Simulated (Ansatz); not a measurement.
# AgB2 (P6/mmm): how the settings move a calculation

Question: which choices in the input matter for AgB2 (P6/mmm)?

Program: Ansatz 0.2.0. Level of theory: reference: DFT PBE, scalar-relativistic, plane waves, PAW. These are calculated values, not measurements.

2 further runs of the same task are left out: 1 that didn't finish, 1 set aside as unsound or not needed. Runs told in other sessions of the task aren't counted.

### 1 Starting point

It takes space group P6/mmm (No. 191, hexagonal). Conventional cell: a = 3.000 Å, b = 3.000 Å, c = 3.240 Å, α = 90.00°, β = 90.00°, γ = 120.00°. Around Ag (site symmetry 6/mmm) lie 12 B at 2.37 Å. Around B (site symmetry -6m2) lie 3 B at 1.73 Å and 6 Ag at 2.37 Å.

Structure file:

```
CELL_PARAMETERS angstrom
3.00000 0.00000 0.00000
-1.50000 2.59808 0.00000
0.00000 0.00000 3.24000
ATOMIC_POSITIONS crystal
Ag 0.00000 0.00000 0.00000
B 0.33333 0.66667 0.50000
B 0.66667 0.33333 0.50000
```

### 2 Reference

The input, input.yaml:

```yaml
crystal:
  lattice:
    - [3.0000005162, 0.0, 0.0]
    - [-1.5000002581, 2.5980766584, 0.0]
    - [0.0, 0.0, 3.2399987857]
  atoms:
    - { symbol: Ag, position: [0.0, 0.0, 0.0] }
    - { symbol: B, position: [0.3333333333, 0.6666666667, 0.5] }
    - { symbol: B, position: [0.6666666667, 0.3333333333, 0.5] }
basis:
  ecutwfc: 420
  ecutrho_ratio: 4
kpoints:
  mp_grid: { grid: [10, 10, 8] }
hamiltonian:
  xc: pbe
scf:
  occupations: { method: gaussian, width: 0.05 }
output:
  forces: true
  stress: true
  eigenvalues: true
relax:
  f_tol: 0.015
  max_steps: 40
  cell: { stress_tol: 0.15, fix: [volume] }
```

Run with:

```bash
ansatz run input.yaml --threads 4 --pin off --max-ram 8192MiB --backend cpu --events-out ev --progress --plain --runs-dir out
```

### 3 Changing settings: xc_grid 3

The input, input.yaml:

```yaml
crystal:
  lattice:
    - [2.844257506601, -4.989014581917e-33, -3.042504876109e-18]
    - [-1.422128753301, 2.463199255621, 1.521252438055e-18]
    - [-3.285903469296e-18, -4.980478017602e-33, 3.604538598349]
  atoms:
    - { symbol: Ag, position: [-4.762850345939e-35, 1.441398493246e-35, 9.273015376719e-69] }
    - { symbol: B, position: [0.3333333333333, 0.6666666666667, 0.5] }
    - { symbol: B, position: [0.6666666666667, 0.3333333333333, 0.5] }
basis:
  ecutwfc: 420
  ecutrho_ratio: 4
  xc_grid: 3
kpoints:
  mp_grid: { grid: [10, 10, 8] }
hamiltonian:
  xc: pbe
scf:
  occupations: { method: gaussian, width: 0.05 }
output:
  forces: true
  stress: true
  write_density: true
  write_potential: true
  elf: true
  volumetric_format: npy
```

### 4 Variant: basis.precision f64, occupations.method tetrahedron, eigensolver.kind davidson, width left out

The input, input.yaml:

```yaml
crystal:
  lattice:
    - [2.844257506601, -4.989014581917e-33, -3.042504876109e-18]
    - [-1.422128753301, 2.463199255621, 1.521252438055e-18]
    - [-3.285903469296e-18, -4.980478017602e-33, 3.604538598349]
  atoms:
    - { symbol: Ag, position: [-4.762850345939e-35, 1.441398493246e-35, 9.273015376719e-69] }
    - { symbol: B, position: [0.3333333333333, 0.6666666666667, 0.5] }
    - { symbol: B, position: [0.6666666666667, 0.3333333333333, 0.5] }
basis:
  ecutwfc: 420
  ecutrho_ratio: 4
  precision: f64
kpoints:
  mp_grid: { grid: [10, 10, 8] }
hamiltonian:
  xc: pbe
scf:
  occupations: { method: tetrahedron }
  eigensolver: { kind: davidson }
output:
  forces: true
  stress: true
```

### 5 Changing settings: hubbard.sites [{species: Ag, l: d, u_eff: 2.0}], hubbard.double_counting fll

The input, input.yaml:

```yaml
crystal:
  lattice:
    - [2.844257506601, -4.989014581917e-33, -3.042504876109e-18]
    - [-1.422128753301, 2.463199255621, 1.521252438055e-18]
    - [-3.285903469296e-18, -4.980478017602e-33, 3.604538598349]
  atoms:
    - { symbol: Ag, position: [-4.762850345939e-35, 1.441398493246e-35, 9.273015376719e-69] }
    - { symbol: B, position: [0.3333333333333, 0.6666666666667, 0.5] }
    - { symbol: B, position: [0.6666666666667, 0.3333333333333, 0.5] }
basis:
  ecutwfc: 420
  ecutrho_ratio: 4
kpoints:
  mp_grid: { grid: [10, 10, 8] }
hamiltonian:
  xc: pbe
  hubbard: { sites: [{ species: Ag, l: d, u_eff: 2.0 }], double_counting: fll }
scf:
  occupations: { method: gaussian, width: 0.05 }
output:
  forces: true
  stress: true
  write_density: true
  write_potential: true
  elf: true
  volumetric_format: npy
```

**Question.** What will these runs give? Wanted: for each run, ending; energy change; pressure; gap; force.

As calculated:

```csv
run,ending,energy change,pressure (GPa),gap (eV),force (eV/Å),cycles,time
reference,converged,0,58.7,0.00,0.00,-,4.9 s
1: xc_grid 3,converged,0.0 meV/atom,58.7,0.00,0.00,6,0.75 s
"2: basis.precision f64, occupations.method tetrahedron, eigensolver.kind davidson, width left out",converged,-2.1 meV/atom (σ→0),58.7,0.00,0.00,6,0.67 s
"3: hubbard.sites [{species: Ag, l: d, u_eff: 2.0}], hubbard.double_counting fll",converged,+115.9 meV/atom (Hubbard term changed: no physical gain or loss),60.6,0.00,0.00,9,1.3 s
```

Times don't compare one to one where runs were asked for different outputs or read a saved state (see the inputs); cycles may leave out searches for a lower state.

What this shows: A changed U is a change of model: its shifts are not errors of convergence. The structure is not at rest: the sound run finds 59 GPa, so these are no properties of the relaxed crystal. 
